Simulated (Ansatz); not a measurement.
# Ga4Ni3 in Ansatz: tuning --slots

Aim: find the choice of --slots that runs Ga4Ni3 fastest, at r2SCAN. This setting moves, with any that are tied to it; all else stays.

All numbers are computed with Ansatz 0.2.0; they aren't measurements. Logs are shortened: lines on timing, memory, paths and dates and some standing lists are left out, and cuts for length are marked.

## 1. Starting point

The cell holds a slab with vacuum, 7 atoms: a = 2.886 Å, b = 2.886 Å, c = 23.658 Å, α = 90.00°, β = 90.00°, γ = 90.00°.

## 2. With --slots 16

Input file input.yaml:

```yaml
crystal:
  lattice:
    - [2.886, 0.0, 0.0]
    - [0.0, 2.886, 0.0]
    - [0.0, 0.0, 23.658]
  atoms:
    - { symbol: Ga, position: [0.0, 0.0, 0.3170174994] }
    - { symbol: Ni, position: [0.5, 0.5, 0.3780116662], spin: 1.0 }
    - { symbol: Ga, position: [0.0, 0.0, 0.4390058331] }
    - { symbol: Ni, position: [0.5, 0.5, 0.5], spin: 1.0 }
    - { symbol: Ga, position: [0.0, 0.0, 0.5609941669] }
    - { symbol: Ni, position: [0.5, 0.5, 0.6219883338], spin: 1.0 }
    - { symbol: Ga, position: [0.0, 0.0, 0.6829825006] }
hamiltonian:
  xc: r2scan
  pseudopotentials: { kind: paw }
magnetization:
  spin_polarized: true
kpoints:
  mp_grid: { grid: [7, 7, 1] }
scf:
  occupations: { method: cold, width: 0.05 }
output:
  forces: true
  eigenvalues: true
```

Potentials or basis: Ansatz PAW.

On the command line:

```sh
> ansatz run input.yaml --threads 16 --pin off --max-ram 65536MiB --backend cpu --events-out ev --progress --plain --runs-dir out --slots 16
```

It took 13 s on 16 threads of Arm Neoverse N1, host not shared; peak memory 1.8 GiB.

Results (log left out):

```
Free energy            : -32697.8161 eV
Largest force          : 0.155 eV/Å
Band gap on the k mesh : none (metal or under the smearing width)
Net moment             : 0.45 μB per cell
Absolute moment        : 0.52 μB per cell
Site moments           : Ga +0.05, +0.00; Ni +0.09, +0.00 μB
```

## 3. With --slots 8

input.yaml is that of step 2.

Potentials or basis: Ansatz PAW.

On the command line:

```sh
> ansatz run input.yaml --threads 16 --pin off --max-ram 65536MiB --backend cpu --events-out ev --progress --plain --runs-dir out --slots 8
```

Run time: 13 s. Hardware: 16 threads of Arm Neoverse N1, host not shared; peak memory 1.6 GiB.

It converged, with:

```
Free energy            : -32697.8161 eV
Largest force          : 0.155 eV/Å
Band gap on the k mesh : none (metal or under the smearing width)
Net moment             : 0.45 μB per cell
Absolute moment        : 0.52 μB per cell
Site moments           : Ga +0.05, +0.00; Ni +0.09, +0.00 μB
```

## 4. With --slots 4

input.yaml is that of step 3.

On the command line:

```sh
> ansatz run input.yaml --threads 16 --pin off --max-ram 65536MiB --backend cpu --events-out ev --progress --plain --runs-dir out --slots 4
```

Run time: 14 s. Hardware: 16 threads of Arm Neoverse N1, host not shared; peak memory 1.4 GiB.

The run converged. Its results:

| Property | Result |
| --- | --- |
| Free energy | -32697.8161 eV |
| Largest force | 0.155 eV/Å |
| Band gap on the k mesh | none (metal or under the smearing width) |
| Net moment | 0.45 μB per cell |
| Absolute moment | 0.52 μB per cell |
| Site moments | Ga +0.05, +0.00; Ni +0.09, +0.00 μB |

## 5. With --slots 2

input.yaml is that of step 4.

On the command line:

```sh
> ansatz run input.yaml --threads 16 --pin off --max-ram 65536MiB --backend cpu --events-out ev --progress --plain --runs-dir out --slots 2
```

It took 17 s on 16 threads of Arm Neoverse N1, host not shared; peak memory 1.2 GiB.

It converged, with:

```
Free energy            : -32697.8161 eV
Largest force          : 0.155 eV/Å
Band gap on the k mesh : none (metal or under the smearing width)
Net moment             : 0.45 μB per cell
Absolute moment        : 0.52 μB per cell
Site moments           : Ga +0.05, +0.00; Ni +0.09, +0.00 μB
```

## 6. With --slots 1

input.yaml is that of step 5.

Potentials or basis: Ansatz PAW.

On the command line:

```sh
> ansatz run input.yaml --threads 16 --pin off --max-ram 65536MiB --backend cpu --events-out ev --progress --plain --runs-dir out --slots 1
```

Output:

```text
Warning: RAYON_NUM_THREADS=56 ignored (pool sized by the plan → 16); use --threads N
Engine: ansatz 0.2.0, aarch64-unknown-linux-gnu
Pseudopotentials: kind: paw
Pseudopotential: Ga, paw, valence charge 13, recommended cutoff 500 eV (meta_gga), Ga.paw.azcp
Pseudopotential: Ni, paw, valence charge 18, recommended cutoff 500 eV (meta_gga), Ni.paw.azcp
Functional definition: r2SCAN
  parameter k0 = 0.174
  parameter k1 = 0.065
  parameter a1 = 4.9479
  exchange = r2scan_x(k0 = k0, k1 = k1, a1 = a1)
  correlation = r2scan_c
Crystal: 7 atoms, lattice volume = 197.047 Å³
Basis set: ecut = 500 eV, 5047 PW (Γ), exchange–correlation on 96×96×720 points (64 copies of the dense FFT grid, shifted against one another)
Bands: 66, of which v1, the nominal top of the filled ones, is band 53 counted from 1 (52 counted from 0)
Symmetry: 16 space group operations
Space group: P4/mmm (ITA 123), of the structure as read, at distance tolerance 5.8e-5 Å
Magnetic group: BNS 123.339 (UNI 999), of the structure as read, at distance tolerance 5.8e-5 Å
k-points: 10 of 49
Non-local potential: Ga, projectors of the file, l = 0: 2, l = 1: 2, l = 2: 3, l = 3: 1
Non-local potential: Ni, projectors of the file, l = 0: 3, l = 1: 2, l = 2: 3, l = 3: 1
PAW form: soft (Blöchl's): semilocal exchange-correlation on the pseudo side does not see the compensation charge
PAW frozen core: Ga, regenerated for the run's functional (the file was generated under x = pbe(κ = 0.804, μ = 0.2195149727645171), c = pbe(β = 0.06672455060314922))
PAW frozen core: Ni, regenerated for the run's functional (the file was generated under x = pbe(κ = 0.804, μ = 0.2195149727645171), c = pbe(β = 0.06672455060314922))
PAW one-centre angular grid: Ga, 590 points (default); XC on 160 Gauss nodes
PAW one-centre angular grid: Ni, 590 points (default); XC on 160 Gauss nodes
Initial density: superposition of atomic densities (neutral atoms: chi_scale 0, normalization atom)
Starting moments: Σ|m| = 3 μB on 3 of 7 sites
[... 36 lines left out ...]
Magnetization: 0.4511 μB (53.2255 up, 52.7745 down)
Absolute magnetization: 0.5169 μB (∫|ρ↑−ρ↓|, with the PAW one-centre terms)
Spin contamination: 0.0089 ħ² per cell (⟨S²⟩ above its minimum at these occupations)
Per-site moments (μB) at R_I (Å): [(0.04714279718864238, 1.030981592130737), (0.08530372751512838, 1.030981592130737), (0.0030448229044732138, 1.0309815926941688), (0.0013369227370535705, 1.0309815926941688), (0.003044822904473236, 1.0309815926941686), (0.08530372751512824, 1.0309815921307373), (0.04714279718864231, 1.0309815921307373)]
Free energy (F): -32697.816117 eV
Harris-Foulkes:  -32697.816117 eV  (|F-HF|=4.25e-9)
Internal energy: -32697.816746 eV  (E = F + TS)
E sigma→0 (E₀):  -32697.816327 eV
Entropy (-TS):   0.000629 eV (0.090 meV/atom)
Fermi energy:    4.610472 eV
Step filling:    the computed levels leave a gap of 0.0493 eV = 1.0 smearing widths at the electron count; against every level under it full and every level over it empty, smearing changes F+E_penalty+E_count by +0.179 meV and its σ→0 estimate by -0.031 meV
--- Per-component energies (eV) ---
  E_band       = -2095.926850
  E_kinetic    = 1318.816507
  E_local      = -181911.216377  (includes V_loc(G=0)·N_el)
  E_nonlocal   = 3646.499260
  E_hartree    = 89408.022192
  E_xc         = -485.464196
  E_vxc        = -590.201064  (∫ρ·V_xc dr)
  E_paw        = -12966.083213  (= ΣΔE_a)
  E_vpaw       = -3415.436364  (= ΣTr[D̂ρ^β])
  E_aug_tail   = 0.000581  (compensation charges beyond the density's cutoff)
  E_vtau       = 39.566527  (kinetic-family band-sum trace: ∫τ·v_τ [+ j·A + Jᵃ·Aᵃ] dr)
  E_ewald      = 68295.120984
  E_core_change = -3.512485  (= ΣΔE_core)
  E_smearing   = 0.000629  (= −TS)
  E_closure    = -0.000000  (closes the sum)
  Σ components = -32697.816117   (vs F -32697.816117, Δ=0.00e0)
--- Forces (eV/Å), atoms counted from 1 ---
  atom   1  Ga     0.00000000     0.00000000     0.02041733
  atom   2  Ni     0.00000000     0.00000000     0.02392398
  atom   3  Ga     0.00000000     0.00000000    -0.15542985
  atom   4  Ni     0.00000000    -0.00000000     0.00000000
  atom   5  Ga     0.00000000     0.00000000     0.15542985
  atom   6  Ni     0.00000000     0.00000000    -0.02392398
  atom   7  Ga     0.00000000     0.00000000    -0.02041733
  max |Σ_I F_I| component: 3.47e-17 eV/Å
--- Band table (eV; the first three rows and the last of 20) ---
  k-point 0 ↑: bands = ["-102.2357", "-102.2357", "-102.2200", "-61.1988", "-61.1978", "-61.1800", "-61.1800", "-61.1646", "-61.1646", "-61.1646", "-61.1646", "-61.1266", "-11.2108", "-11.1834", "-11.1714", "-11.0561", "-10.9678", "-10.9677", "-10.9454", "-10.9454", "-10.8948", "-10.8948", "-10.8904", "-10.8801", "-10.8618", "-10.8509", "-10.7262", "-10.7262", "-10.7252", "-10.7252", "-10.6303", "-10.6303", "-7.8306", "-6.8223", "-5.2972", "-3.7696", "-1.1166", "0.6786", "1.4872", "1.6153", "1.7147", "1.7725", "2.4321", "2.4321", "2.7245", "2.7245", "3.0453", "3.0453", "3.1416", "3.1821", "3.1822", "3.7679", "3.8960", "5.3149", "7.5197", "8.8827", "9.4938", "10.2704", "10.3000", "10.3000", "11.5595", "11.5595", "11.9277", "13.2412", "13.3356", "13.3356"]
  k-point 1 ↑: bands = ["-102.2354", "-102.2354", "-102.2198", "-61.1984", "-61.1974", "-61.1845", "-61.1797", "-61.1691", "-61.1691", "-61.1642", "-61.1642", "-61.1262", "-11.1829", "-11.1516", "-11.1383", "-11.0258", "-10.9897", "-10.9463", "-10.9391", "-10.9381", "-10.9231", "-10.8934", "-10.8828", "-10.8744", "-10.8589", "-10.8477", "-10.7544", "-10.7520", "-10.7244", "-10.7232", "-10.6502", "-10.6502", "-7.4304", "-6.4268", "-4.9141", "-3.4812", "-0.7606", "0.9041", "1.5303", "1.5868", "1.7177", "1.8460", "2.3049", "2.5007", "2.5284", "2.7502", "2.8355", "2.9953", "3.0042", "3.0728", "3.1081", "3.8076", "4.1172", "5.7282", "7.6985", "7.9297", "8.7812", "9.2404", "9.9102", "10.1700", "10.6569", "10.9070", "11.5158", "12.0853", "12.3423", "13.5764"]
  k-point 2 ↑: bands = ["-102.2348", "-102.2348", "-102.2191", "-61.1975", "-61.1965", "-61.1946", "-61.1792", "-61.1791", "-61.1788", "-61.1634", "-61.1634", "-61.1253", "-11.1560", "-11.1114", "-11.0831", "-11.0366", "-10.9933", "-10.9491", "-10.9486", "-10.9292", "-10.9291", "-10.9064", "-10.8880", "-10.8836", "-10.8153", "-10.8089", "-10.7543", "-10.7425", "-10.7203", "-10.7188", "-10.6944", "-10.6944", "-6.2382", "-5.2618", "-3.8009", "-2.6406", "0.1944", "0.7391", "1.1971", "1.4726", "1.7222", "1.8239", "2.0743", "2.3101", "2.4780", "2.6122", "2.6390", "2.7853", "2.8207", "2.9274", "3.1079", "3.8813", "4.5889", "4.8388", "5.3389", "5.7553", "7.7066", "8.0743", "9.4248", "10.3275", "11.1190", "11.1473", "11.8137", "12.5396", "13.1162", "13.5273"]
  k-point 9 ↓: bands = ["-102.2196", "-102.1059", "-102.1059", "-61.2006", "-61.2005", "-61.1312", "-61.0805", "-61.0804", "-61.0804", "-61.0804", "-61.0278", "-61.0271", "-11.1729", "-11.1409", "-11.1003", "-11.0950", "-11.0197", "-11.0188", "-11.0111", "-10.8811", "-10.8810", "-10.8561", "-10.8203", "-10.8195", "-10.8174", "-10.8169", "-10.7408", "-10.7365", "-10.6786", "-10.6515", "-10.5245", "-10.5245", "-1.9237", "-1.2595", "-0.3727", "0.1430", "0.4203", "0.5442", "0.7765", "1.3801", "1.4374", "1.8311", "2.0124", "2.3597", "2.7702", "3.3465", "3.4003", "3.4305", "3.4700", "3.8641", "4.3667", "4.3853", "5.1444", "5.9516", "6.1564", "6.4381", "6.4790", "7.0639", "7.8202", "8.1979", "8.2213", "8.7697", "9.6254", "9.9969", "10.4572", "10.8647"]
```

It took 24 s on 16 threads of Arm Neoverse N1, host not shared; peak memory 1.2 GiB.

What came out:

| Item | Value |
| --- | --- |
| Free energy | -32697.8161 eV |
| Largest force | 0.155 eV/Å |
| Band gap on the k mesh | none (metal or under the smearing width) |
| Net moment | 0.45 μB per cell |
| Absolute moment | 0.52 μB per cell |
| Site moments | Ga +0.05, +0.00; Ni +0.09, +0.00 μB |

## 7. Result

```
--slots  energy less the last converged row (meV/atom)  SCF cycles  wall time (s)  peak memory (GiB)
     16                                           0.00          22             13                1.8
      8                                           0.00          22             13                1.6
      4                                           0.00          22             14                1.4
      2                                           0.00          22             17                1.2
      1                                           0.00          22             24                1.2
```

Fastest here: 16 (13 s), level within noise with 8, 4; slowest of those that converged: 1 (24 s). These are single runs, one after another on one machine, so differences under about a fifth mean little.

Caveats: the magnetic or orbital state may not be the lowest; the PAW data sets come from PBE, with cores solved anew for the run's functional, which leaves a small shift of forces and pressure.
